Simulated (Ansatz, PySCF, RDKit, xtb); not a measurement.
**Solving AlSiNH5Cl3, step by step**

Only the formula AlSiNH5Cl3 is given. Aim: find the structure of lowest free energy at 298.15 K, then its properties.

The funnel: GFN2-xTB relaxations, single points with a density functional, relaxations at PBE-D3(BJ)/def2-SVP, harmonic vibrations, and a last energy at a higher level. All values are calculated.

4 further runs of the same task are left out: 4 set aside as unsound or not needed.

**1. Drawing up candidates**

All bonding patterns within simple valence rules are listed by program: one Lewis structure each, at most two rings and one unusual centre or charged pair. O–O, O–halogen and N–halogen bonds and N–N–N chains are not drawn. That gives 8 candidates.

```csv
label,SMILES,spin
c153,[Cl][AlH2-][NH2+][SiH](Cl)Cl,singlet
c227,[NH3+][Al-]([Cl])([Cl])[SiH2]Cl,singlet
c375,[SiH3][NH2+][Al-]([Cl])([Cl])[Cl],singlet
c588,Cl[SiH2][NH2+][AlH-]([Cl])[Cl],singlet
c612,[NH3+][Al@H-]([Cl])[SiH](Cl)Cl,singlet
c767,[NH3+][AlH2-][Si](Cl)(Cl)Cl,singlet
c779,[AlH3-][NH2+][Si](Cl)(Cl)Cl,singlet
c820,[NH3+][Si-]([AlH2])(Cl)(Cl)Cl,singlet
```

Candidates are built by distance geometry, with a force field where one applies, in up to four conformers (letters a to d). 9 starts with atoms placed at random are added, to find patterns that the rules miss.

**Question.** With final energies at CCSD(T)/def2-SVP + MP2/def2-TZVPP - MP2/def2-SVP, which structure will this search put lowest in free energy, and by what margin?

| quantity | value |
| --- | --- |
| lowest structure found | [SiH3][NH2+][Al-]([Cl])([Cl])[Cl], singlet, Cs |
| next finalist | Cl[SiH2][NH2+][AlH-]([Cl])[Cl], singlet, 15.9 kcal/mol higher in G |
| share at equilibrium, among the finalists | 100.0 % |
| harmonic wavenumbers, lowest and highest (PBE-D3(BJ)/def2-SVP) | 32 and 3441 cm⁻¹ |
| rotational constants, same geometry | 0.0391, 0.02707, 0.02518 cm⁻¹ |
| dipole moment (PBE0/def2-SVPD) | 6.12 D |
| HOMO energy (PBE0/def2-SVPD) | -8.65 eV |
| LUMO energy (PBE0/def2-SVPD) | -1.14 eV |
| HOMO–LUMO gap (PBE0/def2-SVPD) | 7.51 eV |
| lowest excitation (TD-B3LYP/def2-SVPD) | 6.24 eV (f = 0.000) |
| strongest of the states computed, same level | 6.90 eV (f = 0.124) |
| lowest triplet excitation, same level, Tamm-Dancoff | 6.19 eV |
| vertical ionisation energy | 10.53 eV |
| vertical electron affinity | -0.16 eV (unbound: the value depends on the basis) |
| vertical triplet less singlet | +6.89 eV |

`[SiH3][NH2+][Al-]([Cl])([Cl])[Cl]` comes out lowest. Among the finalists first place is clear (15.9 kcal/mol); structures outside the list aren't covered. GFN2-xTB, HF/STO-3G, r2SCAN-D4/def2-SVP, PBE-D3(BJ)/def2-SVP, HF/def2-SVP and MP2/def2-SVP already put its bonding pattern lowest among the structures in one piece. One minimum inside the window was never screened. The search is not exhaustive (a finite list of starts, one conformer a finalist), so a lower isomer can't be ruled out. Patterns outside the rules of the enumeration were met only by chance.
